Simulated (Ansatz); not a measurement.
**CH₉AlSi₃: a ladder of functionals and wavefunction methods**

The task here is to estimate one member of a computed series from the others.

Method: functionals in def2-TZVPP, the program's frozen cores in correlated methods; program: Ansatz 0.2.0, Gaussian basis.

The runs, in order: PBE-D4, r2SCAN-D4, PBE0-D4, B3LYP-D4, ωB97X-V, ωB97M-V, B2PLYP; CCSD(T)/def2-TZVPP; MP2/def2-QZVPP; extrapolation to the limit.

## Structure used throughout

An earlier PBE0-D4 in a triple-zeta def2 set relaxation fixed the geometry.

14 atoms, charge 0, spin multiplicity 1.

Atoms are counted from 1 here; the program's logs count them from 0.

Bond lengths: Si1–Si2 2.338 Å, Si1–H6 1.489 Å, Si1–H7 1.488 Å, Si1–H8 1.488 Å, Si2–Si3 2.324 Å, Si2–H9 1.493 Å, Si2–H10 1.494 Å, Si3–C4 1.934 Å, Si3–Al5 2.327 Å, Si3–H11 1.491 Å, C4–Al5 1.949 Å, C4–H12 1.089 Å, C4–H13 1.097 Å, Al5–H14 1.580 Å. Angles: Si2–Si1–H6 111.4°, Si2–Si1–H7 109.8°, Si2–Si1–H8 110.0°, H6–Si1–H7 108.6°, H6–Si1–H8 108.4°, H7–Si1–H8 108.5°, Si1–Si2–Si3 110.4°, Si1–Si2–H9 109.7°, Si1–Si2–H10 108.7°, Si3–Si2–H9 113.0°, Si3–Si2–H10 107.6°, H9–Si2–H10 107.3°, Si2–Si3–C4 113.5°, Si2–Si3–Al5 116.2°, Si2–Si3–H11 112.5°, C4–Si3–Al5 53.5°, C4–Si3–H11 116.9°, Al5–Si3–H11 129.2° and more.

The first run:

in.yaml

```yaml
crystal:
  periodic: [false, false, false]
  atoms:
    - {symbol: Si, position_ang: [-2.138016, -1.031312, 1.677694]}
    - {symbol: Si, position_ang: [-0.314051, 0.356885, 1.218510]}
    - {symbol: Si, position_ang: [0.897541, -0.465262, -0.585953]}
    - {symbol: C, position_ang: [2.076960, 0.844252, -1.383487]}
    - {symbol: Al, position_ang: [0.583515, 0.625893, -2.616572]}
    - {symbol: H, position_ang: [-2.922650, -0.531565, 2.839784]}
    - {symbol: H, position_ang: [-3.034088, -1.094530, 0.491765]}
    - {symbol: H, position_ang: [-1.665934, -2.408338, 1.987042]}
    - {symbol: H, position_ang: [0.514788, 0.523697, 2.449013]}
    - {symbol: H, position_ang: [-0.824425, 1.708685, 0.840301]}
    - {symbol: H, position_ang: [1.470128, -1.815524, -0.320142]}
    - {symbol: H, position_ang: [2.346063, 1.725629, -0.802533]}
    - {symbol: H, position_ang: [2.990505, 0.381419, -1.775992]}
    - {symbol: H, position_ang: [0.006762, 1.150772, -3.990729]}
basis:
  gaussian: {orbitals: def2-TZVPP}
hamiltonian: {xc: pbe, dispersion: d4}
output: {forces: true, orbitals: {seedname: orbitals}}
```

The run is started by

```sh
$ ansatz run in.yaml --threads 4 --pin off --events-out ev --progress --plain --max-ram 10444MiB
```

Among the steps run: PBE-D4 (GGA); r2SCAN-D4 (meta-GGA); PBE0-D4 (hybrid); B3LYP-D4 (hybrid); ωB97X-V (range-separated); ωB97M-V (range-separated); B2PLYP (double hybrid); CCSD(T) in def2-TZVPP; MP2 in def2-QZVPP.

One table of the session follows, with a row left open; its other results are not shown here.

| method | atomisation energy (eV) |
| --- | --- |
| PBE-D4 | 43.263 |
| r2SCAN-D4 | 43.574 |
| PBE0-D4 | 43.133 |
| B3LYP-D4 | 43.212 |
| ωB97X-V | ? |
| ωB97M-V | 43.328 |
| B2PLYP | 42.556 |
| HF/def2-TZVPP | 32.457 |
| MP2/def2-TZVPP | 42.045 |
| CCSD/def2-TZVPP | 41.734 |
| CCSD(T)/def2-TZVPP | 42.255 |
| MP2/CBS | 43.186 |
| CCSD(T)/CBS | 43.395 |

Estimate the missing values for ωB97X-V.

The run gave: atomisation energy (eV): 43.773. In the column «atomisation energy (eV)» it is the highest.

Limits of these values: Free atoms (3 Si, 1 C, 1 Al, 9 H) were run apart at each level; the atomisation energy is their sum less the molecule, without zero-point or spin-orbit terms.
